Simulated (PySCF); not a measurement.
**TaF4: other functionals and bases at one geometry**

How far do other levels of theory move the description of TaF4, and what does each cost? It is a constructed species; whether it can be made isn't addressed.

Program: PySCF 2.14.0. Level of theory: several levels, as the steps say, no spin–orbit coupling. These are calculated values, not measurements.

3 further runs of the same task are left out: 2 for a known fault of the program, 1 that didn't finish. Runs told in other sessions of the task aren't counted.

## Step 1: Where the work starts

5 atoms, charge 0, spin multiplicity 2.

Bond lengths: Ta1–F2 1.875 Å, Ta1–F3 1.875 Å, Ta1–F4 1.875 Å, Ta1–F5 1.875 Å. Angles: F2–Ta1–F3 96.3°, F2–Ta1–F4 141.2°, F2–Ta1–F5 96.3°, F3–Ta1–F4 96.3°, F3–Ta1–F5 141.2°, F4–Ta1–F5 96.3°.

As a file:

```xyz
5
F4Ta
Ta    0.00000    0.00000    0.00000
F     1.76863    0.00000   -0.62260
F     0.00000    1.76863    0.62260
F    -1.76863    0.00000   -0.62260
F     0.00000   -1.76863    0.62260
```

Formal oxidation states: Ta +4. An earlier session relaxed this geometry at r2SCAN, Ta def2-SVP with ECP60, F def2-SVP (doublet, point group D2d).

At r2SCAN on the finer grid: E = -456.198178 Eh, HOMO -5.82 eV, LUMO -3.26 eV (over both spins), ⟨S²⟩ = 0.752, Mulliken charge on Ta1 +1.27 e, largest force component 0.009 eV/Å. 

Levels to run: HF; BLYP; PBE0; TPSS; r2SCAN, TZVP; r2SCAN, x2c-SVP. Hardware: 2 threads of Arm Neoverse V1, shared host.

## Step 2: HF

run.py (the lines that set the calculation) reads:

```python
mol = gto.M(atom='''
Ta     0.00000     0.00000     0.00000
F      1.76863     0.00000    -0.62260
F      0.00000     1.76863     0.62260
F     -1.76863     0.00000    -0.62260
F      0.00000    -1.76863     0.62260''',
    basis={'Ta': 'def2-SVP', 'F': 'def2-SVP'},
    ecp={'Ta': 'def2-SVP'},
    charge=0, spin=1)
mf = scf.UHF(mol)
mf = mf.density_fit()  # fitting sets: Ta def2-universal-JKFIT, F def2-universal-JKFIT
mf.conv_tol = 1e-08; mf.max_cycle = 55
mf.kernel(dm0)  # dm0: the density of the relaxed state
```

Command:

```console
$ OMP_NUM_THREADS=2 python run.py
```

What it wrote:

```text
init E= -454.007850221235
  HOMO = -0.332653364278  LUMO = 0.0418137510772  gap/eV = 10.18977
cycle= 1 E= -454.063762446541  delta_E= -0.0559  |g|= 0.141  |ddm|= 0.428
  HOMO = -0.408808058907  LUMO = 0.00486489570341  gap/eV = 11.25661
cycle= 2 E= -454.069719460847  delta_E= -0.00596  |g|= 0.0831  |ddm|= 0.232
  HOMO = -0.395843731286  LUMO = 0.0169928492909  gap/eV = 11.23386
cycle= 3 E= -454.072624314917  delta_E= -0.0029  |g|= 0.0192  |ddm|= 0.0697
  HOMO = -0.398464003692  LUMO = 0.0184826579983  gap/eV = 11.34570
cycle= 4 E= -454.073002902108  delta_E= -0.000379  |g|= 0.00588  |ddm|= 0.041
  HOMO = -0.402356635261  LUMO = 0.0178136437201  gap/eV = 11.43342
cycle= 5 E= -454.07310140065  delta_E= -9.85e-05  |g|= 0.00219  |ddm|= 0.0305
  HOMO = -0.402366604266  LUMO = 0.0181303224202  gap/eV = 11.44230
cycle= 6 E= -454.073112536115  delta_E= -1.11e-05  |g|= 0.000403  |ddm|= 0.0128
  HOMO = -0.402438041348  LUMO = 0.01815103863  gap/eV = 11.44481
cycle= 7 E= -454.073112860798  delta_E= -3.25e-07  |g|= 0.000107  |ddm|= 0.00241
  HOMO = -0.402440222199  LUMO = 0.0181375019962  gap/eV = 11.44450
cycle= 8 E= -454.07311287701  delta_E= -1.62e-08  |g|= 3.07e-05  |ddm|= 0.000364
  HOMO = -0.402438180489  LUMO = 0.0181398465534  gap/eV = 11.44451
cycle= 9 E= -454.073112878465  delta_E= -1.46e-09  |g|= 8.56e-06  |ddm|= 7.04e-05
  HOMO = -0.402439130215  LUMO = 0.0181401458698  gap/eV = 11.44455
Extra cycle  E= -454.073112878556  delta_E= -9.14e-11  |g|= 5.14e-06  |ddm|= 1.64e-05
converged SCF energy = -454.073112878556  <S^2> = 0.75269478  2S+1 = 2.002693
```

Wall time 2.2 s (2 threads of Arm Neoverse V1, shared host).

Result: E = -454.073113 Eh, HOMO -10.95 eV, LUMO 0.49 eV (over both spins), ⟨S²⟩ = 0.753, Mulliken charge on Ta1 +1.97 e, largest force component 0.049 eV/Å. 

## Step 3: BLYP

run.py (the lines that set the calculation): that of step 2 with these lines changed.

```diff
@@ -9,3 +9,4 @@
     charge=0, spin=1)
-mf = scf.UHF(mol)
+mf = dft.UKS(mol, xc='BLYP')
+mf.grids.atom_grid = (75, 302)
 mf = mf.density_fit()  # fitting sets: Ta def2-universal-JKFIT, F def2-universal-JKFIT
```

Command:

```console
$ OMP_NUM_THREADS=2 python run.py
```

What it wrote:

```text
init E= -456.295353432995
  HOMO = -0.192773185779  LUMO = -0.139751361495  gap/eV = 1.44280
cycle= 1 E= -456.297502627712  delta_E= -0.00215  |g|= 0.0688  |ddm|= 0.235
  HOMO = -0.176090823034  LUMO = -0.126074955762  gap/eV = 1.36100
cycle= 2 E= -456.284836036035  delta_E= 0.0127  |g|= 0.192  |ddm|= 0.209
  HOMO = -0.187202444546  LUMO = -0.136683036515  gap/eV = 1.37470
cycle= 3 E= -456.299539641621  delta_E= -0.0147  |g|= 0.00814  |ddm|= 0.14
  HOMO = -0.189181174444  LUMO = -0.138592742461  gap/eV = 1.37658
cycle= 4 E= -456.299575838475  delta_E= -3.62e-05  |g|= 0.000874  |ddm|= 0.0128
  HOMO = -0.18894502856  LUMO = -0.138377890258  gap/eV = 1.37600
cycle= 5 E= -456.299576178785  delta_E= -3.4e-07  |g|= 7.53e-05  |ddm|= 0.00122
  HOMO = -0.188941231634  LUMO = -0.138380201246  gap/eV = 1.37584
cycle= 6 E= -456.299576181469  delta_E= -2.68e-09  |g|= 1.28e-05  |ddm|= 8.08e-05
  HOMO = -0.188940093208  LUMO = -0.138380084546  gap/eV = 1.37581
Extra cycle  E= -456.299576181425  delta_E= 4.43e-11  |g|= 2.02e-05  |ddm|= 2.66e-05
converged SCF energy = -456.299576181425  <S^2> = 0.75088828  2S+1 = 2.0008881
```

Wall time 3.8 s (2 threads of Arm Neoverse V1, shared host).

Result: E = -456.299576 Eh, HOMO -5.14 eV, LUMO -3.77 eV (over both spins), ⟨S²⟩ = 0.751, Mulliken charge on Ta1 +1.05 e, largest force component 0.507 eV/Å. 

## Step 4: PBE0

run.py (the lines that set the calculation): that of step 3 with these lines changed.

```diff
@@ -9,3 +9,3 @@
     charge=0, spin=1)
-mf = dft.UKS(mol, xc='BLYP')
+mf = dft.UKS(mol, xc='PBE0')
 mf.grids.atom_grid = (75, 302)
```

Command:

```console
$ OMP_NUM_THREADS=2 python run.py
```

What it wrote:

```text
init E= -455.930808041854
  HOMO = -0.244751470459  LUMO = -0.0997327051176  gap/eV = 3.94616
cycle= 1 E= -455.932120708815  delta_E= -0.00131  |g|= 0.0282  |ddm|= 0.0905
  HOMO = -0.257752154463  LUMO = -0.111262231939  gap/eV = 3.98619
cycle= 2 E= -455.931507954158  delta_E= 0.000613  |g|= 0.0496  |ddm|= 0.0793
  HOMO = -0.252420534529  LUMO = -0.106061541212  gap/eV = 3.98263
cycle= 3 E= -455.932497255075  delta_E= -0.000989  |g|= 0.00576  |ddm|= 0.04
  HOMO = -0.251229258992  LUMO = -0.104836920449  gap/eV = 3.98354
cycle= 4 E= -455.932507804584  delta_E= -1.05e-05  |g|= 0.000664  |ddm|= 0.00458
  HOMO = -0.251310539534  LUMO = -0.104761818899  gap/eV = 3.98779
cycle= 5 E= -455.932508276733  delta_E= -4.72e-07  |g|= 9.99e-05  |ddm|= 0.00234
  HOMO = -0.251308054094  LUMO = -0.10473951733  gap/eV = 3.98833
cycle= 6 E= -455.932508286681  delta_E= -9.95e-09  |g|= 3.76e-05  |ddm|= 0.000325
  HOMO = -0.251293977134  LUMO = -0.104722521398  gap/eV = 3.98841
Extra cycle  E= -455.932508286195  delta_E= 4.86e-10  |g|= 6.05e-05  |ddm|= 0.000102
converged SCF energy = -455.932508286195  <S^2> = 0.75148216  2S+1 = 2.0014816
```

It took 4 s on 2 threads of Arm Neoverse V1, shared host.

Result: E = -455.932508 Eh, HOMO -6.84 eV, LUMO -2.85 eV (over both spins), ⟨S²⟩ = 0.751, Mulliken charge on Ta1 +1.33 e, largest force component 0.183 eV/Å. 

## Step 5: TPSS

run.py (the lines that set the calculation): that of step 4 with these lines changed.

```diff
@@ -9,3 +9,3 @@
     charge=0, spin=1)
-mf = dft.UKS(mol, xc='PBE0')
+mf = dft.UKS(mol, xc='TPSS')
 mf.grids.atom_grid = (75, 302)
```

Command:

```console
$ OMP_NUM_THREADS=2 python run.py
```

What it wrote:

```text
init E= -456.365289550692
  HOMO = -0.202094243297  LUMO = -0.13243179333  gap/eV = 1.89561
cycle= 1 E= -456.365257866095  delta_E= 3.17e-05  |g|= 0.0548  |ddm|= 0.121
  HOMO = -0.189775686142  LUMO = -0.12097611268  gap/eV = 1.87213
cycle= 2 E= -456.358320859796  delta_E= 0.00694  |g|= 0.144  |ddm|= 0.148
  HOMO = -0.197978434179  LUMO = -0.129174615998  gap/eV = 1.87225
cycle= 3 E= -456.366484330618  delta_E= -0.00816  |g|= 0.00305  |ddm|= 0.102
  HOMO = -0.198816436487  LUMO = -0.129994828963  gap/eV = 1.87273
cycle= 4 E= -456.36648954822  delta_E= -5.22e-06  |g|= 0.0004  |ddm|= 0.00472
  HOMO = -0.198724051197  LUMO = -0.129919145171  gap/eV = 1.87228
cycle= 5 E= -456.366489620419  delta_E= -7.22e-08  |g|= 6.2e-05  |ddm|= 0.000566
  HOMO = -0.19871727521  LUMO = -0.129915604456  gap/eV = 1.87219
cycle= 6 E= -456.366489622079  delta_E= -1.66e-09  |g|= 6.49e-06  |ddm|= 6.61e-05
  HOMO = -0.198718404106  LUMO = -0.129917433327  gap/eV = 1.87217
Extra cycle  E= -456.366489622068  delta_E= 1.07e-11  |g|= 9.17e-06  |ddm|= 1.01e-05
converged SCF energy = -456.366489622068  <S^2> = 0.75140631  2S+1 = 2.0014058
```

Run time: 5.9 s. Hardware: 2 threads of Arm Neoverse V1, shared host.

It gives: E = -456.366490 Eh, HOMO -5.41 eV, LUMO -3.54 eV (over both spins), ⟨S²⟩ = 0.751, Mulliken charge on Ta1 +1.17 e, largest force component 0.228 eV/Å. 

## Step 6: r2SCAN, TZVP

Basis: Ta def2-TZVP with ECP60, F def2-TZVP. 

run.py (the lines that set the calculation) reads:

```python
mol = gto.M(atom='''
Ta     0.00000     0.00000     0.00000
F      1.76863     0.00000    -0.62260
F      0.00000     1.76863     0.62260
F     -1.76863     0.00000    -0.62260
F      0.00000    -1.76863     0.62260''',
    basis={'Ta': 'def2-TZVP', 'F': 'def2-TZVP'},
    ecp={'Ta': 'def2-TZVP'},
    charge=0, spin=1)
mf = dft.UKS(mol, xc='R2SCAN')
mf.grids.atom_grid = (75, 302)
mf = mf.density_fit()  # fitting sets: Ta def2-universal-JKFIT, F def2-universal-JKFIT
mf.conv_tol = 1e-08; mf.max_cycle = 55
mf.kernel(dm0)  # dm0: free metal ions and neutral atoms
```

Command:

```console
$ OMP_NUM_THREADS=2 python run.py
```

What it wrote:

```text
init E= -467.387525331096
  HOMO = -0.161241147421  LUMO = -0.137739692939  gap/eV = 0.63951
cycle= 1 E= -455.896101444908  delta_E= 11.5  |g|= 1.79  |ddm|= 1.74
  HOMO = -0.0983640983182  LUMO = -0.0493570415214  gap/eV = 1.33355
cycle= 2 E= -454.443649120751  delta_E= 1.45  |g|= 2.76  |ddm|= 1.87
  HOMO = -0.224674553229  LUMO = -0.147165261126  gap/eV = 2.10914
cycle= 3 E= -456.707680295424  delta_E= -2.26  |g|= 0.0875  |ddm|= 1.42
  HOMO = -0.203075347964  LUMO = -0.111258396097  gap/eV = 2.49847
cycle= 4 E= -456.709217352396  delta_E= -0.00154  |g|= 0.0521  |ddm|= 0.113
  HOMO = -0.216205153246  LUMO = -0.123274352061  gap/eV = 2.52878
cycle= 5 E= -456.710451147102  delta_E= -0.00123  |g|= 0.0179  |ddm|= 0.0639
  HOMO = -0.214763948106  LUMO = -0.121079293409  gap/eV = 2.54929
cycle= 6 E= -456.710575351545  delta_E= -0.000124  |g|= 0.0014  |ddm|= 0.0103
  HOMO = -0.214642300215  LUMO = -0.120787596885  gap/eV = 2.55392
cycle= 7 E= -456.710576005395  delta_E= -6.54e-07  |g|= 0.00031  |ddm|= 0.0013
  HOMO = -0.21463502639  LUMO = -0.12076517487  gap/eV = 2.55433
cycle= 8 E= -456.710576042384  delta_E= -3.7e-08  |g|= 4.13e-05  |ddm|= 0.00028
  HOMO = -0.214635795811  LUMO = -0.120762331809  gap/eV = 2.55443
cycle= 9 E= -456.710576043519  delta_E= -1.13e-09  |g|= 1.31e-05  |ddm|= 8.02e-05
  HOMO = -0.21463275952  LUMO = -0.120760385381  gap/eV = 2.55440
Extra cycle  E= -456.710576043308  delta_E= 2.11e-10  |g|= 2.95e-05  |ddm|= 2.6e-05
converged SCF energy = -456.710576043308  <S^2> = 0.75203683  2S+1 = 2.0020358
```

Wall time 18 s (2 threads of Arm Neoverse V1, shared host).

Result: E = -456.710576 Eh, HOMO -5.84 eV, LUMO -3.29 eV (over both spins), ⟨S²⟩ = 0.752, Mulliken charge on Ta1 +1.50 e, largest force component 0.201 eV/Å. 

## Step 7: r2SCAN, x2c-SVP

Basis: Ta x2c-SVPall, F x2c-SVPall. All electrons are treated, with the spin-free X2C Hamiltonian.

run.py (the lines that set the calculation) reads:

```python
mol = gto.M(atom='''
Ta     0.00000     0.00000     0.00000
F      1.76863     0.00000    -0.62260
F      0.00000     1.76863     0.62260
F     -1.76863     0.00000    -0.62260
F      0.00000    -1.76863     0.62260''',
    basis={'Ta': 'x2c-SVPall', 'F': 'x2c-SVPall'},
    nucmod='G',
    charge=0, spin=1)
mf = dft.UKS(mol, xc='R2SCAN')
mf.grids.atom_grid = (99, 590)
mf = mf.density_fit()  # fitting sets: Ta AutoAux, F AutoAux
mf = mf.sfx2c1e()
mf.conv_tol = 1e-08; mf.max_cycle = 55
mf.kernel(dm0)  # dm0: free metal ions and neutral atoms
```

Command:

```console
$ OMP_NUM_THREADS=2 python run.py
```

What it wrote:

```text
init E= -16015.593310786
  HOMO = -0.161564334214  LUMO = -0.141161138581  gap/eV = 0.55520
cycle= 1 E= -16003.3681146923  delta_E= 12.2  |g|= 1.65  |ddm|= 2.42
  HOMO = -0.0873284815256  LUMO = -0.0460250260461  gap/eV = 1.12392
cycle= 2 E= -16001.9217622004  delta_E= 1.45  |g|= 2.49  |ddm|= 2.59
  HOMO = -0.231819729776  LUMO = -0.161272587115  gap/eV = 1.91969
cycle= 3 E= -16004.2440887591  delta_E= -2.32  |g|= 0.134  |ddm|= 1.84
  HOMO = -0.219641461771  LUMO = -0.134086238678  gap/eV = 2.32808
cycle= 4 E= -16004.2460593176  delta_E= -0.00197  |g|= 0.0694  |ddm|= 0.0919
  HOMO = -0.228316116779  LUMO = -0.139888263373  gap/eV = 2.40624
cycle= 5 E= -16004.2468149982  delta_E= -0.000756  |g|= 0.0127  |ddm|= 0.0488
  HOMO = -0.225700901144  LUMO = -0.136753978867  gap/eV = 2.42037
cycle= 6 E= -16004.2468917839  delta_E= -7.68e-05  |g|= 0.00197  |ddm|= 0.0119
  HOMO = -0.225974546896  LUMO = -0.136833360128  gap/eV = 2.42566
cycle= 7 E= -16004.2468936457  delta_E= -1.86e-06  |g|= 0.000325  |ddm|= 0.00236
  HOMO = -0.225995390913  LUMO = -0.136833087562  gap/eV = 2.42623
cycle= 8 E= -16004.2468936924  delta_E= -4.67e-08  |g|= 2.98e-05  |ddm|= 0.000361
  HOMO = -0.225992096886  LUMO = -0.136829112166  gap/eV = 2.42625
cycle= 9 E= -16004.2468936929  delta_E= -5.42e-10  |g|= 8.95e-06  |ddm|= 4.42e-05
  HOMO = -0.225991090493  LUMO = -0.13682892068  gap/eV = 2.42623
Extra cycle  E= -16004.2468936929  delta_E= 2.18e-11  |g|= 1.35e-05  |ddm|= 1.58e-05
converged SCF energy = -16004.2468936929  <S^2> = 0.75146904  2S+1 = 2.0014685
```

Run time: 32 s. Hardware: 2 threads of Arm Neoverse V1, shared host.

Result: E = -16004.246894 Eh, HOMO -6.15 eV, LUMO -3.72 eV (over both spins), ⟨S²⟩ = 0.751, Mulliken charge on Ta1 +1.26 e, largest force component 0.893 eV/Å. 

## Step 8: Results

| level | state | HOMO (eV) | gap (eV) | charge on Ta1 (e) | dipole (D) | largest force component (eV/Å) | basis functions | time |
| --- | --- | --- | --- | --- | --- | --- | --- | --- |
| r2SCAN (relaxed here) | doublet | -5.82 | 2.56 | 1.27 | 0.00 | 0.01 | 88 | 25 s |
| HF | doublet | -10.95 | 11.44 | 1.97 | 0.00 | 0.05 | 88 | 2.2 s |
| BLYP | doublet | -5.14 | 1.38 | 1.05 | 0.00 | 0.51 | 88 | 3.8 s |
| PBE0 | doublet | -6.84 | 3.99 | 1.33 | 0.00 | 0.18 | 88 | 4 s |
| TPSS | doublet | -5.41 | 1.87 | 1.17 | 0.00 | 0.23 | 88 | 5.9 s |
| r2SCAN, TZVP | doublet | -5.84 | 2.55 | 1.50 | 0.00 | 0.20 | 164 | 18 s |
| r2SCAN, x2c-SVP | doublet | -6.15 | 2.43 | 1.26 | 0.00 | 0.89 | 122 | 32 s |

Times are on 2 threads of Arm Neoverse V1, shared host; the first row also made further properties.

In one basis the HOMO–LUMO gap runs from 1.38 eV (BLYP) to 11.44 eV (HF). The largest leftover force, 0.89 eV/Å with r2SCAN, x2c-SVP, stands at a geometry relaxed at another level. The Mulliken charge on Ta spans +1.05 to +1.97 e over the levels. Total energies of different levels can't be compared. Spin–orbit coupling is left out throughout.
